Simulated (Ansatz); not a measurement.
**C3H9AlClN: a ladder of functionals and wavefunction methods**

One table from this session's results is given with a row withheld; the runs are named, their logs left out.

Computed with Ansatz 0.2.0, Gaussian basis. Level: functionals in def2-TZVPP, the program's frozen cores in correlated methods.

Plan: PBE-D4, r2SCAN-D4, PBE0-D4, B3LYP-D4, ωB97X-V, ωB97M-V, B2PLYP; CCSD(T)/def2-TZVPP; MP2/def2-QZVPP; extrapolation to the limit.

**The relaxed structure**

All runs share one geometry, relaxed beforehand with PBE0-D4 in a triple-zeta def2 set.

15 atoms, charge 0, spin multiplicity 1.

Atoms are counted from 1 here; the program's logs count them from 0.

Bond lengths: C1–C2 1.522 Å, C1–H7 1.093 Å, C1–H8 1.093 Å, C1–H9 1.094 Å, C2–C3 1.516 Å, C2–N4 1.453 Å, C2–H10 1.101 Å, C3–H11 1.092 Å, C3–H12 1.093 Å, C3–H13 1.095 Å, N4–Al5 1.762 Å, N4–H14 1.012 Å, Al5–Cl6 2.104 Å, Al5–H15 1.569 Å. Angles: C2–C1–H7 111.0°, C2–C1–H8 111.1°, C2–C1–H9 110.3°, H7–C1–H8 107.8°, H7–C1–H9 108.0°, H8–C1–H9 108.5°, C1–C2–C3 111.0°, C1–C2–N4 111.0°, C1–C2–H10 107.7°, C3–C2–N4 110.7°, C3–C2–H10 107.5°, N4–C2–H10 108.9°, C2–C3–H11 110.5°, C2–C3–H12 111.6°, C2–C3–H13 110.8°, H11–C3–H12 107.9°, H11–C3–H13 107.9°, H12–C3–H13 108.1° and more.

Set-up of the first run:

The input, in.yaml:

```yaml
crystal:
  periodic: [false, false, false]
  atoms:
    - {symbol: C, position_ang: [1.528141, 0.816294, -0.537187]}
    - {symbol: C, position_ang: [0.171205, 0.144074, -0.687444]}
    - {symbol: C, position_ang: [0.282663, -1.355357, -0.492880]}
    - {symbol: N, position_ang: [-0.795575, 0.711962, 0.236549]}
    - {symbol: Al, position_ang: [-1.817358, 0.011021, 1.488776]}
    - {symbol: Cl, position_ang: [-2.989684, 1.405753, 2.540959]}
    - {symbol: H, position_ang: [1.448054, 1.897288, -0.679535]}
    - {symbol: H, position_ang: [2.240021, 0.433399, -1.273173]}
    - {symbol: H, position_ang: [1.931573, 0.636639, 0.463211]}
    - {symbol: H, position_ang: [-0.175764, 0.318925, -1.717139]}
    - {symbol: H, position_ang: [0.989424, -1.782468, -1.206741]}
    - {symbol: H, position_ang: [-0.680778, -1.851492, -0.635448]}
    - {symbol: H, position_ang: [0.639946, -1.590673, 0.514953]}
    - {symbol: H, position_ang: [-0.854192, 1.716605, 0.131923]}
    - {symbol: H, position_ang: [-1.917667, -1.511971, 1.853174]}
basis:
  gaussian: {orbitals: def2-TZVPP}
hamiltonian: {xc: pbe, dispersion: d4}
output: {forces: true, orbitals: {seedname: orbitals}}
```

Launch:

```console
ansatz run in.yaml --threads 2 --pin off --events-out ev --progress --plain --max-ram 22528MiB --backend cuda --devices 0, --max-vram 18GiB
```

Steps of the session up to this table: PBE-D4 (GGA); r2SCAN-D4 (meta-GGA); PBE0-D4 (hybrid); B3LYP-D4 (hybrid); ωB97X-V (range-separated); ωB97M-V (range-separated); B2PLYP (double hybrid); CCSD(T) in def2-TZVPP; MP2 in def2-QZVPP.

One table of the session follows, with a row left open; its other results are not shown here.

| method | atomisation energy (kcal/mol) |
| --- | --- |
| PBE-D4 | 1351.9 |
| r2SCAN-D4 | 1335.0 |
| PBE0-D4 | ? |
| B3LYP-D4 | 1332.3 |
| ωB97X-V | 1337.1 |
| ωB97M-V | 1337.9 |
| B2PLYP | 1318.3 |
| HF/def2-TZVPP | 991.4 |
| MP2/def2-TZVPP | 1317.1 |
| CCSD/def2-TZVPP | 1283.8 |
| CCSD(T)/def2-TZVPP | 1300.9 |
| MP2/CBS | 1350.0 |
| CCSD(T)/CBS | 1333.9 |

**Question.** Estimate the row for PBE0-D4.

As computed: atomisation energy (kcal/mol): 1336.1. In the column «atomisation energy (kcal/mol)» it lies between r2SCAN-D4 (1335.0) and ωB97X-V (1337.1).

Caveats from the session: Free atoms (3 C, 1 N, 1 Al, 1 Cl, 9 H) were run apart at each level; the atomisation energy is their sum less the molecule, without zero-point or spin-orbit terms.
